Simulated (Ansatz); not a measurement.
LiY₃, space group I4/mmm, a scan of one input key

Program: the Ansatz DFT code, driven from Python.

The cells in order, each with its output:

**Cell 1**
```python
import ansatz as az
```

**Cell 2**
```python
liy3 = (
    az.Lattice.from_parameters(4.73438, 4.73438, 10.653286, alpha=90, beta=90, gamma=90)
    .space_group(139, hermann_mauguin="I4/mmm")
    .atom("Li", (0.0, 0.0, 0.0))
    .atom("Y", (0.0, 0.5, 0.25))
    .atom("Y", (0.5, 0.5, 0.0))
    .primitive()
)

liy3.resolved().sites[-1]
```
Output:
```text
Site(symbol='Y', position=(0.5, 0.5, 0.0), moment=None, axis=None, held=None, saved=None)
```

**Cell 3**
```python
model = (
    liy3.calculation()
    .occupations("fermi_dirac", width=0.1)
    .kpoints(7, 7, 7)
    .functional("pbe", dispersion="d3bjatm")
    .band_table()
)
typed = model.input()
rows = []
for value in [4, 6, 9]:
    edited = typed.set(az.key.basis.ecutrho_ratio, value)
    summary = az.Session.from_dict(edited).plan().execute().report
    rows.append((value, summary["free_energy_ev"], summary["n_iterations"], len(summary["eigenvalues_ev"][0]) if "eigenvalues_ev" in summary else 0))
lines = [",".join(["density ratio", "F eV", "iterations", "bands listed"])] + [",".join(f"{v:.4f}" if isinstance(v, float) else str(v) for v in row) for row in rows]
print("\n".join(lines))
with open("edit.csv", "w") as handle:
    handle.write("\n".join(lines) + "\n")
```
Output:
```text
DeckWarning: basis.ecutwfc = 420 eV, auto-derived from the records' recommended cutoffs: set by Li (normal level)
density ratio,F eV,iterations,bands listed
4,-11751.1274,6,22
6,-11751.1274,6,22
9,-11751.1274,6,22
```

Total energies depend on the potentials; only differences at equal settings carry meaning. A total without «per atom» is that of the cell as typed. Dispersion corrections can be off by several per cent in the lattices of metals, and by several GPa in the pressure at a fixed cell. For a metal this k-point mesh is coarse: on a finer one energies can move by several to tens of meV an atom and pressures by half a GPa or more, differences at one mesh by less. The structure comes from a database of computed cells and needn't be a stable or known phase. Warnings are shown shortened and without file and line. It ran for 16 s on 1 thread of Arm Neoverse V1, with other jobs on the host, peak memory 0.54 GiB.
